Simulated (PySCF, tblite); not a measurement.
# C5H10F2OSi: geometry, infrared bands and NMR shifts

Wanted: the infrared bands and NMR shifts of C5H10F2OSi (`COC[Si@H](F)C/C=C\F`), by calculation.

The runs use tblite 0.8.0 and PySCF 2.14.0, with density-fitted response routines of our own; the level of theory stands in each step. All values are computed, except where a source is named. Atoms are numbered from 0 throughout.

## Step 1: Starting geometry

19 atoms, charge 0, multiplicity 1; geometry from: force field or distance geometry start.

Bonds of the start (Å): C0–O1 1.41, O1–C2 1.43, C2–Si3 1.88, Si3–F4 1.59, Si3–C5 1.89, C5–C6 1.51, C6–C7 1.34, C7–F8 1.34, C0–H9 1.10, C0–H10 1.10, C0–H11 1.10, C2–H12 1.09, C2–H13 1.10, Si3–H14 1.49, C5–H15 1.11, C5–H16 1.09, C6–H17 1.08, C7–H18 1.07.

## Step 2: Geometry optimisation with GFN2-xTB

What the job is given:

```
{"job": {"kind": "relax", "xc": "GFN2-xTB", "basis": "xTB"}, "charge": 0, "multiplicity": 1}
C     -3.415100    -0.170300     1.086800
O     -2.039100     0.132500     0.998200
C     -1.602800     0.338900    -0.345400
Si     0.207100     0.781100    -0.601900
F      0.482800     0.834500    -2.170900
C      1.314600    -0.562800     0.123100
C      2.791100    -0.372600    -0.143100
C      3.709500    -0.180300     0.819200
F      3.379800    -0.131600     2.119100
H     -3.686600    -0.324200     2.142800
H     -3.656000    -1.083100     0.529700
H     -4.018900     0.665200     0.703400
H     -1.825500    -0.566700    -0.912500
H     -2.204900     1.155500    -0.779100
H      0.522700     2.116100    -0.011600
H      1.123900    -0.623300     1.215400
H      1.020600    -1.524400    -0.294900
H      3.120700    -0.422800    -1.175300
H      4.766200    -0.052200     0.678400
```

The run is started by

```
$ OMP_NUM_THREADS=1 python probes_run.py task.json out
```

This one command runs all jobs of the session in turn.

**Question.** This job is followed by: GFN2-xTB harmonic vibrations, gas phase; GIAO PBE0/pcSseg-1 NMR shielding, non-relativistic, gas phase. What will the session give for the following? strongest single infrared mode (GFN2-xTB); zero-point energy (GFN2-xTB); 13C shifts against TMS (PBE0/pcSseg-1); 1H shifts against TMS (PBE0/pcSseg-1, means over atoms taken as alike); 17O shifts against H2O (PBE0/pcSseg-1); 29Si shifts against TMS (PBE0/pcSseg-1); 19F shifts against CFCl3 (PBE0/pcSseg-1).

**Answer**, as computed:

```
                                                              quantity                                               value
                             strongest single infrared mode (GFN2-xTB)                               2338 cm⁻¹, 218 km/mol
                                          zero-point energy (GFN2-xTB)                                       88.1 kcal/mol
                                13C shifts against TMS (PBE0/pcSseg-1)                  157.3, 111.8, 67.4, 65.5, 16.0 ppm
1H shifts against TMS (PBE0/pcSseg-1, means over atoms taken as alike)  6.88, 5.18, 5.04, 3.48, 3.43, 3.30, 2.49, 1.58 ppm
                                17O shifts against H2O (PBE0/pcSseg-1)                                            -6.1 ppm
                               29Si shifts against TMS (PBE0/pcSseg-1)                                            14.2 ppm
                              19F shifts against CFCl3 (PBE0/pcSseg-1)                                  -124.6, -215.3 ppm
```

**Reading.** Relaxing lowered the energy by 0.180 eV in 91 steps; the close pair that moved most is Si3–H14, from 1.493 to 1.454 Å. All 51 modes are real, so the xTB geometry is a minimum. The strongest single mode, at 2338 cm⁻¹, moves mainly H14. GFN2-xTB is a fitted tight-binding method: band positions and strengths are rough. Its intensities can rank the bands wrongly. At PBE0/pcSseg-1: Shielding is most anisotropic at F8 (span 226 ppm, paramagnetic term -182 ppm).
